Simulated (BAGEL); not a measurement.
# CH2GeN− (SMILES N#[C][GeH2-]) at HF/cc-pVDZ (density fitting with qzvpp-jkfit)

Aim: the vertical ionisation energy of CH2GeN− at HF/cc-pVDZ (density fitting with qzvpp-jkfit), from 2 runs. 

The calculation is run with BAGEL 1.2.2.

3 further runs of the same task are left out: 3 that didn't finish.

## Step 1: Starting point

CH2GeN− has 5 atoms, charge -1, and is taken as a singlet. As SMILES, `N#[C][GeH2-]`. Geometry: a GFN2-xTB relaxation, a rough one for these elements and not checked as a minimum.

Bond lengths: N1–C2 1.158 Å, C2–Ge3 1.974 Å, Ge3–H4 1.680 Å, Ge3–H5 1.680 Å. Angles: N1–C2–Ge3 169.7°, C2–Ge3–H4 88.6°, C2–Ge3–H5 88.8°, H4–Ge3–H5 88.7°.

## Step 2: The energy at HF/cc-pVDZ (density fitting with qzvpp-jkfit)

job.json

```json
{ "bagel" : [

{
  "title" : "molecule",
  "basis" : "cc-pvdz.json",
  "df_basis" : "qzvpp-jkfit",
  "angstrom" : true,
  "geometry" : [
    { "atom" : "N", "xyz" : [    1.312220,   -1.146800,    1.308460 ] },
    { "atom" : "C", "xyz" : [    0.698540,   -0.577140,    0.507840 ] },
    { "atom" : "Ge", "xyz" : [   -0.115330,    0.254410,   -1.086220 ] },
    { "atom" : "H", "xyz" : [   -1.622730,   -0.214430,   -0.512130 ] },
    { "atom" : "H", "xyz" : [   -0.272690,    1.683960,   -0.217940 ] }
  ]
},
{
  "title" : "hf",
  "charge" : -1
},
{
  "title" : "print",
  "file" : "orbitals.molden",
  "orbitals" : true
}

]}
```

The basis set cc-pVDZ is read from a file made from the Basis Set Exchange's data (not shown).

Command:

```
BAGEL_NUM_THREADS=1 BAGEL job.json > job.out
```

Standard output:

```text
* using 1 threads per process

  ===============================================================
  ===============================================================

  *** Geometry ***

  { "atom" : "N", "xyz" : [      2.479736,     -2.167138,      2.472631 ] },
  { "atom" : "C", "xyz" : [      1.320049,     -1.090637,      0.959679 ] },
  { "atom" : "Ge", "xyz" : [     -0.217942,      0.480765,     -2.052658 ] },
  { "atom" : "H", "xyz" : [     -3.066515,     -0.405214,     -0.967785 ] },
  { "atom" : "H", "xyz" : [     -0.515309,      3.182223,     -0.411847 ] },

  Number of auxiliary basis functions:      454

  Since a DF basis is specified, we compute 2- and 3-index integrals:
    o Being stored without compression. Storage requirement is 0.015 GB

  Number of basis functions:       65
  Number of electrons      :       47

    * METHOD: MOLECULE                             0.17

  *** RHF ***

  === Nuclear Repulsion ===
   133.5880538566

      * DIIS with orbital gradients will be used.

  === RHF iteration (cc-pvdz.json) ===
      0      -2168.63365372          0.01830607           0.05
      1      -2168.73302470          0.01650787           0.05
      2      -2168.82267980          0.00232520           0.05
      3      -2168.82565092          0.00093329           0.05
      4      -2168.82614867          0.00016376           0.05
      5      -2168.82617455          0.00004522           0.04
      6      -2168.82617669          0.00001371           0.05
      7      -2168.82617685          0.00000344           0.05
      8      -2168.82617686          0.00000157           0.05
      9      -2168.82617686          0.00000067           0.05
     10      -2168.82617686          0.00000029           0.05
     11      -2168.82617686          0.00000015           0.05
     12      -2168.82617686          0.00000006           0.05
     13      -2168.82617686          0.00000002           0.05
     14      -2168.82617686          0.00000001           0.05
    * SCF iteration converged.

    * Permanent dipole moment:
           (    0.222778,    -0.305062,     0.906745) a.u.

    * METHOD: HF                                   0.85

    * METHOD: PRINT                                0.01

  ===============================================================
```

It took 1.2 s on 1 thread of Arm Neoverse V2, shared host; peak memory 0.09 GiB.

## Step 3: Doublet neutral CH2GeN

job.json

```json
{ "bagel" : [

{
  "title" : "molecule",
  "basis" : "cc-pvdz.json",
  "df_basis" : "qzvpp-jkfit",
  "angstrom" : true,
  "geometry" : [
    { "atom" : "N", "xyz" : [       1.312220,      -1.146800,       1.308460 ] },
    { "atom" : "C", "xyz" : [       0.698540,      -0.577140,       0.507840 ] },
    { "atom" : "Ge", "xyz" : [      -0.115330,       0.254410,      -1.086220 ] },
    { "atom" : "H", "xyz" : [      -1.622730,      -0.214430,      -0.512130 ] },
    { "atom" : "H", "xyz" : [      -0.272690,       1.683960,      -0.217940 ] }
  ]
},

{
  "title" : "uhf",
  "nopen" : 1
},

{
  "title" : "print",
  "file" : "orbitals.molden",
  "orbitals" : true
}

]}
```

The basis set cc-pVDZ is read from a file made from the Basis Set Exchange's data (not shown).

Command:

```
BAGEL_NUM_THREADS=1 BAGEL job.json > job.out
```

Standard output:

```text
* using 1 threads per process

  ===============================================================
  ===============================================================

  *** Geometry ***

  { "atom" : "N", "xyz" : [      2.479736,     -2.167138,      2.472631 ] },
  { "atom" : "C", "xyz" : [      1.320049,     -1.090637,      0.959679 ] },
  { "atom" : "Ge", "xyz" : [     -0.217942,      0.480765,     -2.052658 ] },
  { "atom" : "H", "xyz" : [     -3.066515,     -0.405214,     -0.967785 ] },
  { "atom" : "H", "xyz" : [     -0.515309,      3.182223,     -0.411847 ] },

  Number of auxiliary basis functions:      454

  Since a DF basis is specified, we compute 2- and 3-index integrals:
    o Being stored without compression. Storage requirement is 0.015 GB

  Number of basis functions:       65
  Number of electrons      :       47

    * METHOD: MOLECULE                             0.18

  *** Open-shell HF ***

  === Nuclear Repulsion ===
   133.5880538566

      * DIIS with orbital gradients will be used.

  === UHF iteration (cc-pvdz.json) ===
      0      -2168.50960878          0.04083224           0.10
      1      -2168.59765773          0.04095985           0.10
      2      -2168.62236236          0.03583981           0.10
      3      -2168.73510131          0.00307093           0.10
      4      -2168.73670330          0.00093887           0.10
      5      -2168.73706068          0.00021980           0.10
      6      -2168.73714547          0.00006141           0.09
      7      -2168.73719630          0.00004697           0.09
      8      -2168.73722718          0.00004572           0.09
      9      -2168.73727335          0.00004395           0.09
     10      -2168.73740405          0.00003789           0.09
     11      -2168.73752684          0.00003086           0.09
     12      -2168.73755177          0.00001926           0.09
     13      -2168.73759192          0.00001168           0.09
     14      -2168.73759703          0.00000895           0.09
     15      -2168.73760301          0.00000734           0.09
     16      -2168.73761379          0.00000521           0.09
     17      -2168.73761777          0.00000447           0.10
     18      -2168.73762494          0.00000201           0.10
     19      -2168.73762605          0.00000069           0.09
     20      -2168.73762615          0.00000025           0.10
     21      -2168.73762616          0.00000020           0.09
     22      -2168.73762617          0.00000016           0.10
     23      -2168.73762617          0.00000013           0.10
     24      -2168.73762618          0.00000005           0.10
     25      -2168.73762618          0.00000004           0.09
     26      -2168.73762618          0.00000003           0.09
     27      -2168.73762618          0.00000003           0.09
     28      -2168.73762618          0.00000003           0.10
     29      -2168.73762618          0.00000003           0.09
     30      -2168.73762618          0.00000003           0.09
     31      -2168.73762618          0.00000002           0.09
     32      -2168.73762618          0.00000002           0.09
     33      -2168.73762618          0.00000002           0.09
     34      -2168.73762618          0.00000001           0.10
     35      -2168.73762618          0.00000001           0.09
    * SCF iteration converged.

    * S^2 (UHF) is 0.8135

    * Permanent dipole moment:
           (    0.509155,    -0.626749,     1.649665) a.u.

    * METHOD: UHF                                  3.60

    * METHOD: PRINT                                0.01

  ===============================================================
```

Run time: 4.2 s. Hardware: 1 thread of Arm Neoverse V2, shared host; peak memory 0.09 GiB.

## Step 4: Summary of results

At HF/cc-pVDZ (density fitting with qzvpp-jkfit):

```
                                                              quantity           value
                                         singlet CH2GeN−: total energy  -2168.82618 Eh
                                          singlet CH2GeN−: HOMO energy        -3.29 eV
                                          singlet CH2GeN−: LUMO energy         8.55 eV
singlet CH2GeN−: HOMO–LUMO gap (to an unbound level, set by the basis)        11.84 eV
                                  doublet neutral CH2GeN: total energy  -2168.73763 Eh
                                 doublet neutral CH2GeN: dipole moment          4.67 D
                                          doublet neutral CH2GeN: ⟨S²⟩           0.814
                   vertical detachment energy (to the doublet neutral)        2.410 eV
```

The vertical ionisation energy comes to 2.41 eV (56 kcal/mol). The negative HOMO energy of the first species, 3.29 eV, lies 0.88 eV above that difference.
